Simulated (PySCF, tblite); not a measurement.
# C₃HF₃N₃−: geometry, infrared bands and NMR shifts

What infrared bands and NMR shifts should C₃HF₃N₃− (`FC(F)(F)c1c[n-]nn1`) show?

Computed with tblite 0.8.0 and PySCF 2.14.0, with density-fitted response routines of our own, on a single molecule in the gas phase. Atoms are numbered from 0 throughout.

### Step 1. The molecule as given

10 atoms, charge -1, multiplicity 1; geometry from: force field or distance geometry start.

Bonds of the start (Å): F0–C1 1.36, C1–F2 1.37, C1–F3 1.37, C1–C4 1.48, C4–C5 1.37, C5–N6 1.35, N6–N7 1.36, N7–N8 1.36, N8–C4 1.36, C5–H9 1.08.

### Step 2. Geometry optimisation with GFN2-xTB

The job: settings as JSON, then the geometry in Å.

```
{"job": {"kind": "relax", "xc": "GFN2-xTB", "basis": "xTB"}, "charge": -1, "multiplicity": 1}
F     -1.899100    -0.775900    -1.132400
C     -1.362700    -0.194500    -0.030900
F     -1.923400    -0.819600     1.056300
F     -1.851500     1.088300    -0.010200
C      0.116800    -0.221500     0.002700
C      0.963200     0.856600     0.023600
N      2.241600     0.438200     0.028700
N      2.155900    -0.914500     0.008900
N      0.867300    -1.355100    -0.017500
H      0.700700     1.902700     0.048300
```

Run with:

```bash
$ OMP_NUM_THREADS=1 python probes_run.py task.json out
```

This one command runs all jobs of the session in turn.

**Question.** This job is followed by: GFN2-xTB harmonic vibrations, gas phase; GIAO PBE0/pcSseg-1 NMR shielding, non-relativistic, gas phase. What will the session give for the following? strongest single infrared mode (GFN2-xTB); zero-point energy (GFN2-xTB); 13C shifts against TMS (PBE0/pcSseg-1); 1H shifts against TMS (PBE0/pcSseg-1); 19F shifts against CFCl3 (PBE0/pcSseg-1, means over atoms taken as alike); 15N shifts against NH3 (PBE0/pcSseg-1).

As calculated:

```
                                                                 quantity                    value
                                strongest single infrared mode (GFN2-xTB)     954 cm⁻¹, 356 km/mol
                                             zero-point energy (GFN2-xTB)            30.2 kcal/mol
                                   13C shifts against TMS (PBE0/pcSseg-1)  140.1, 137.3, 134.2 ppm
                                    1H shifts against TMS (PBE0/pcSseg-1)                 7.52 ppm
19F shifts against CFCl3 (PBE0/pcSseg-1, means over atoms taken as alike)                -71.7 ppm
                                   15N shifts against NH3 (PBE0/pcSseg-1)  432.5, 379.9, 372.4 ppm
```

What this shows: Relaxing lowered the energy by 0.182 eV in 21 steps; the close pair that moved most is N7–N8, from 1.362 to 1.304 Å. No mode is imaginary among the 24: a minimum at this level. The strongest single mode, at 954 cm⁻¹, moves mainly C1. Unscaled tight-binding wavenumbers are off by several per cent, some by more. Its intensities can rank the bands wrongly. At PBE0/pcSseg-1: The largest span, 550 ppm, is at N7, where the paramagnetic term is -485 ppm. NICS(1)zz of -37 ppm above the planar ring from C4 marks a diatropic (aromatic) ring current.
